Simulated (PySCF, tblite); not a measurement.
**C5H11GaSi: geometry, infrared bands and NMR shifts**

What infrared bands and NMR shifts should C5H11GaSi (`CC#C[SiH2][C@@H](C)[GaH2]`) show?

Programs: tblite 0.8.0 and PySCF 2.14.0, with density-fitted response routines of our own. Each step states its level of theory. These are calculated values for one molecule in the gas phase, unless marked as measured. Atoms are numbered from 0 throughout.

### 1 The molecule as given

18 atoms, charge 0, multiplicity 1; geometry from: force field or distance geometry start.

Bonds of the start (Å): C0–C1 1.48, C1–C2 1.20, C2–Si3 1.82, Si3–C4 1.84, C4–C5 1.53, C4–Ga6 2.16, C0–H7 1.11, C0–H8 1.11, C0–H9 1.11, Si3–H10 1.50, Si3–H11 1.49, C4–H12 1.10, C5–H13 1.11, C5–H14 1.11, C5–H15 1.08, Ga6–H16 1.66, Ga6–H17 1.57.

### 2 Optimising the geometry with GFN2-xTB

Job settings and geometry (Å):

```
{"job": {"kind": "relax", "xc": "GFN2-xTB", "basis": "xTB"}, "charge": 0, "multiplicity": 1}
C      3.603000     1.806400    -0.279600
C      2.420600     0.935200    -0.072800
C      1.493600     0.194000     0.119300
Si     0.069700    -0.913700     0.358900
C     -1.165400    -0.604700    -0.971900
C     -2.096600    -1.816200    -1.019200
Ga    -2.436900     1.100400    -0.611000
H      3.231600     2.738900    -0.743700
H      4.305000     1.229200    -0.915800
H      4.131300     1.998900     0.681500
H      0.532900    -2.336900     0.352100
H     -0.484600    -0.652400     1.720100
H     -0.700300    -0.406900    -1.952500
H     -2.600700    -1.883400    -0.033100
H     -1.444600    -2.703300    -1.155000
H     -2.833300    -1.770000    -1.813700
H     -4.090700     1.089600    -0.783800
H     -1.943600     2.001200     0.570400
```

The run is started by

```sh
OMP_NUM_THREADS=1 python probes_run.py task.json out
```

One launch serves the whole session: the jobs run in the order shown.

**Question.** This job is followed by: GFN2-xTB harmonic vibrations, gas phase; GIAO PBE0/pcSseg-1 NMR shielding, non-relativistic, gas phase. Predict these results of the whole session: strongest single infrared mode (GFN2-xTB); zero-point energy (GFN2-xTB); ¹³C shifts against TMS (PBE0/pcSseg-1); ¹H shifts against TMS (PBE0/pcSseg-1, means over atoms taken as alike); ²⁹Si shifts against TMS (PBE0/pcSseg-1); shieldings of Ga (PBE0/pcSseg-1); surface potential, 1st and 99th percentile.

As calculated:

| quantity | value |
| --- | --- |
| strongest single infrared mode (GFN2-xTB) | 1555 cm⁻¹, 715 km/mol |
| zero-point energy (GFN2-xTB) | 78.7 kcal/mol |
| ¹³C shifts against TMS (PBE0/pcSseg-1) | 117.3, 84.2, 22.3, 17.2, 6.2 ppm |
| ¹H shifts against TMS (PBE0/pcSseg-1, means over atoms taken as alike) | 7.08, 4.71, 4.42, 2.10, 1.79, 1.04 ppm |
| ²⁹Si shifts against TMS (PBE0/pcSseg-1) | -67.2 ppm |
| shieldings of Ga (PBE0/pcSseg-1) | Ga6 1099.7 ppm |
| surface potential, 1st and 99th percentile | -0.85 V and 2.34 V |

**Reading.** Relaxing lowered the energy by 0.489 eV in 136 steps; the close pair that moved most is C4–Ga6, from 2.157 to 2.042 Å. The lowest mode is imaginary (24i cm⁻¹), so the xTB geometry is not a minimum. The strongest single mode, at 1555 cm⁻¹, moves mainly H17. GFN2-xTB is a fitted tight-binding method: band positions and strengths are rough. Its intensities can rank the bands wrongly. At PBE0/pcSseg-1: Shielding is most anisotropic at Ga6 (span 470 ppm, paramagnetic term -1540 ppm). At PBE0/pcSseg-1, counted by nearest atom on the grid, the HOMO lies on C4 29 %; C1, C2 about 10 % each, the LUMO on Ga6 50 %; H16, H17 about 15 % each. Spin-orbit coupling is left out, which matters for shieldings and couplings at and beside the heavy atoms.
